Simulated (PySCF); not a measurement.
# C4H9B: the cost of one run

The runs use PySCF 2.14.0, with density-fitted response routines of our own; the level of theory stands in each step. All values are computed, except where a source is named. Atoms count from 0, in the outputs and in this text.

### 1 Starting geometry

14 atoms, charge 0, multiplicity 1; geometry from: GFN2-xTB. The atoms were then displaced at random by about 0.01 Å, so the start is not that level's minimum.

Bonds of the start (Å): C0–C1 1.35, C1–B2 1.56, B2–C3 1.53, C3–C4 1.56, C0–H5 1.05, C0–H6 1.09, C1–H7 1.08, B2–H8 1.19, C3–H9 1.08, C3–H10 1.11, C4–H11 1.09, C4–H12 1.09, C4–H13 1.09.

### 2 Relaxing the molecule at PBE0-D3(BJ)/def2-SVP

What the job is given:

```
{"job": {"xc": "PBE0", "basis": "def2-SVP", "d3": "d3bj", "grid": 1, "shake": 0.01, "kind": "geom"}, "charge": 0, "multiplicity": 1}
C      2.797810     0.365800     0.543340
C      1.688580    -0.151960    -0.023100
B      0.226960     0.325100     0.255440
C     -0.920990    -0.415290    -0.437160
C     -2.350920     0.159400    -0.210600
H      3.777220     0.054790     0.328960
H      2.706710     1.204900     1.240610
H      1.873080    -0.961430    -0.720090
H      0.065590     1.227200     1.018810
H     -0.777260    -0.481520    -1.502290
H     -0.960770    -1.463190    -0.086280
H     -2.395580     1.186280    -0.569440
H     -2.609070     0.195870     0.852620
H     -3.128520    -0.420960    -0.698560
```

Started as:

```console
> OMP_NUM_THREADS=1 python probes_run.py task.json out
```

This one command runs all jobs of the session in turn.

Q: Estimate the wall time and peak memory of this first job on 1 thread of Arm Neoverse V2, shared host.

About 30 s, with a peak of 0.47 GiB.
